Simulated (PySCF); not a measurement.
# BeBr: from the state search to spectroscopic constants

Aim: find the lowest electronic state of BeBr, scan its bond at several levels of theory, and get bond length, wavenumber and dissociation energy from each curve.

Method: Be def2-SVP, Br def2-SVP, no relativity; program: PySCF 2.14.0.

### 1 Input

Settings of the job:

* atoms: Be, Br
* charge: 0
* basis: Be def2-SVP, Br def2-SVP
* Hamiltonian: no relativity
* basis functions: 41
* electrons treated: 39
* masses in u: 9.0122, 78.9183
* levels: PBE0, PBE, r²SCAN, BLYP, r²SCANh, MN15, ωB97X, HF, MP2, SCS-MP2, CCSD, CCSD(T)
* grid: 80 radial by 434 angular points
* occupations: held fixed by the projection of orbital angular momentum
* dissociation limit: Be + Br, each in its ground configuration
* starting distance in angstrom: 2.075
* values of 2S to try: 1, 3

On the command line:

```console
> OMP_NUM_THREADS=1 python dia.py task.json out
```

Further steps of the session: PBE0 along the bond; Higher solutions at PBE0; PBE (GGA); r²SCAN (meta-GGA); BLYP; r²SCANh (hybrid meta-GGA); MN15; ωB97X (range-separated hybrid); UHF; Adding correlation.

**Question.** What will these runs give? Wanted: for each run, Re; ωe; De; μ.

As calculated:

Lowest PBE0 solution found, without spin–orbit coupling: ²Σ⁺ (doublet), unpaired electrons σ ↑. State 2 has its PBE0 minimum 5.44 eV higher. The other levels ran on the lowest alone.

```
      level  Re (Å)  ωe (cm⁻¹)  De (eV)  μ (D)
        UHF   2.004        692     3.00  -1.22
    UHF-MP2   2.000        694     3.38    n/a
UHF-SCS-MP2   2.003        689     3.16    n/a
   UHF-CCSD   2.004        686     2.71    n/a
UHF-CCSD(T)   2.005        684     2.77    n/a
        PBE   1.996        676     3.64  -0.49
       BLYP   2.001        668     3.40  -0.50
     r²SCAN   1.993        684     3.83  -0.75
    r²SCANh   1.991        688     3.78  -0.80
       PBE0   1.988        690     3.58  -0.72
       MN15   1.979        698     3.43  -0.88
      ωB97X   1.995        683     3.31  -0.91
```

De is counted to Be + Br in their ground configurations. A positive dipole means Be(−)Br(+).

Differences from CCSD(T) in the same basis:

```
      level  Re (mÅ)  ωe (%)
        UHF        0    +1.2
    UHF-MP2       -5    +1.5
UHF-SCS-MP2       -2    +0.7
   UHF-CCSD       -1    +0.4
        PBE       -9    -1.1
       BLYP       -4    -2.4
     r²SCAN      -12     0.0
    r²SCANh      -14    +0.5
       PBE0      -17    +0.9
       MN15      -26    +2.0
      ωB97X      -10    -0.1
```

In words: Against CCSD(T) in the same basis, the bond length is nearest at UHF (0 mÅ) and farthest at MN15 (-26 mÅ); the wavenumber is nearest at r²SCAN (0.0 %) and farthest at BLYP (-2.4 %). CCSD(T) in a basis this small is itself some way from its limit, more so than the functionals. Among the levels with a De in the table, it runs from 2.71 eV (UHF-CCSD) to 3.83 eV (r²SCAN).

Correlated steps freeze 9 core orbitals.
